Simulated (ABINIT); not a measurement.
# Ti3Se (P-6m2) in ABINIT: settings compared, part 2 of 2

ABINIT 10.8.3 (patched build). The steps go on from the part before.

## Step 4: Band structure, TB-mBJ

run.abi

```
# Datasets: ground state, then fixed potential
ndtset 2

# Pseudopotentials
pp_dirpath "./"
pseudos "Se.LDA_PW-JTH.xml, Ti.LDA_PW-JTH.xml"

# Structure
acell 3*1.0
rprim
     6.0422964801     0.0000000000     0.0000000000
    -3.0211482401     5.2327822490     0.0000000000
     0.0000000000     0.0000000000    15.0096127277
ntypat 2
znucl 34 22
natom 4
typat 1 2 2 2
xred
     0.0000000000     0.0000000000     0.0000000000
     0.6666666667     0.3333333333     0.5000000000
     0.3333333333     0.6666666667     0.7729020000
     0.3333333333     0.6666666667     0.2270980000

# Plane-wave basis
ecut 18.0
pawecutdg 36.0

# Exchange and correlation
ixc -208012
usekden 1
pawxcdev 0

# Bands and occupations
occopt 3
tsmear 0.00183747

# SCF cycle
nstep 100
diemix 0.3
optforces 0
optstress 0

# Output
iomode 3
prtwf 0
prteig 0
prtebands 0
prtden1 1
prtkden1 1

# Dataset 1
kptopt1 1
ngkpt1 8 8 3
nshiftk1 1
shiftk1 0.0 0.0 0.0
nband1 26
tolvrs1 1.0e-7

# Dataset 2: bands along G-M-K-G-A-L-H-A
iscf2 -2
getden2 1
getkden2 1
nband2 32
nbdbuf2 4
tolwfr2 1.0e-11
kptopt2 -7
ndivsm2 6
prteig2 1
prtvol2 -3
kptbounds2
     0.0000000000     0.0000000000     0.0000000000
     0.5000000000     0.0000000000     0.0000000000
     0.3333333333     0.3333333333     0.0000000000
     0.0000000000     0.0000000000     0.0000000000
     0.0000000000     0.0000000000     0.5000000000
     0.5000000000     0.0000000000     0.5000000000
     0.3333333333     0.3333333333     0.5000000000
     0.0000000000     0.0000000000     0.5000000000
```

Potentials or basis: JTH PAW LDA v2.0.

Started as:

```console
abinit run.abi > log 2>&1
```

run.abo:

```text
.Version 10.8.3 of ABINIT
 DATASET    1 : space group P-6 m 2 (#187); Bravais hP (primitive hexag.)
================================================================================
 Values of the parameters that define the memory need for DATASET  1.
     intxc =       0    ionmov =       0      iscf =       7    lmnmax =      18
     lnmax =       6     mgfft =      60  mpssoang =       3    mqgrid =    4055
     natom =       4  nloc_mem =       2    nspden =       1   nspinor =       1
    nsppol =       1      nsym =      12    n1xccc =       1    ntypat =       2
    occopt =       3   xclevel =       2
       mpw =        1744          nfft =       34560          nkpt =          20
 PAW method is used; the additional fine FFT grid is defined by:
   mgfftf=        90    nfftf =    116640
================================================================================
================================================================================

 DATASET    2 : space group P-6 m 2 (#187); Bravais hP (primitive hexag.)
================================================================================
[... 2033 lines left out ...]

 -outvars: echo values of variables after computation  --------
            acell      1.0000000000E+00  1.0000000000E+00  1.0000000000E+00 Bohr
           etotal1    -1.5829519863E+02
            fcart1     9.9999999999E+99  9.9999999999E+99  9.9999999999E+99
                       9.9999999999E+99  9.9999999999E+99  9.9999999999E+99
                       9.9999999999E+99  9.9999999999E+99  9.9999999999E+99
                       9.9999999999E+99  9.9999999999E+99  9.9999999999E+99
            rprim      6.0422964801E+00  0.0000000000E+00  0.0000000000E+00
                      -3.0211482401E+00  5.2327822490E+00  0.0000000000E+00
                       0.0000000000E+00  0.0000000000E+00  1.5009612728E+01
           strten1     9.9999999999E+99  9.9999999999E+99  9.9999999999E+99
                       9.9999999999E+99  9.9999999999E+99  9.9999999999E+99
           xangst      0.0000000000E+00  0.0000000000E+00  0.0000000000E+00
                       1.5987227983E+00  9.2302303797E-01  3.9713724973E+00
                      -1.7639144308E-11  1.8460460759E+00  6.1389634918E+00
                      -1.7639144308E-11  1.8460460759E+00  1.8037815028E+00
             xred      0.0000000000E+00  0.0000000000E+00  0.0000000000E+00
                       6.6666666667E-01  3.3333333333E-01  5.0000000000E-01
                       3.3333333333E-01  6.6666666667E-01  7.7290200000E-01
                       3.3333333333E-01  6.6666666667E-01  2.2709800000E-01
 Calculation completed.
```

Run time: 12 min. Hardware: 1 thread of Arm Neoverse V2, shared host; peak memory 0.22 GiB.

What came out:

| Quantity | Value |
| --- | --- |
| Band gap on the k mesh | none (metal or under the smearing width) |
| Valence electrons inside the program's atomic spheres | Se 4.17; Ti 10.11, 10.19 |

Levels at the corners of the path, in eV from the Fermi level:
```csv
point,band 19,band 20,band 21,band 22,band 23,band 24
Γ,-0.16,0.07,0.07,0.26,0.26,0.95
M,-1.60,-0.60,-0.45,0.15,0.81,0.84
K,-1.24,-0.83,-0.25,-0.25,0.07,1.54
Γ,-0.16,0.07,0.07,0.26,0.26,0.95
A,-0.75,0.34,0.34,0.49,0.49,0.63
L,-1.44,-0.93,-0.89,0.61,0.81,0.93
H,-1.14,-1.07,-0.22,-0.09,0.02,1.23
A,-0.75,0.34,0.34,0.49,0.49,0.63
```

Caveat: the constant c of TB-mBJ comes from the pseudo density here, which moves gaps by up to 0.3 eV between sets of potentials; the PAW data sets were made with another functional, which shifts forces and pressure a little.

## Step 5: Summary

| level | potentials or basis | k mesh | cutoff (eV) | fine-grid cutoff | gap on the mesh (eV) | pressure (GPa) | largest force (eV/Å) |
| --- | --- | --- | --- | --- | --- | --- | --- |
| r2SCAN | JTH PAW PBE v2.0 | 10 × 10 × 4 | 490 | 979.61 eV | none | -1.3 | 0.07 |
| PBE | JTH PAW PBE v2.0 | 10 × 10 × 4 | 408 | 816.342 eV | none | 0.4 | 0.04 |
| TB-mBJ | JTH PAW LDA v2.0 | 8 × 8 × 3 | 490 | 979.61 eV | none | - | - |

Alike in all rows: task band structure; no spin polarisation; cell as given; smearing fermi-dirac 0.05 eV.

Caveats: the PAW data sets were made with another functional, which shifts forces and pressure a little (some runs); the constant c of TB-mBJ comes from the pseudo density here, which moves gaps by up to 0.3 eV between sets of potentials (some runs).

Absolute energies hang on the potentials; compare differences alone.
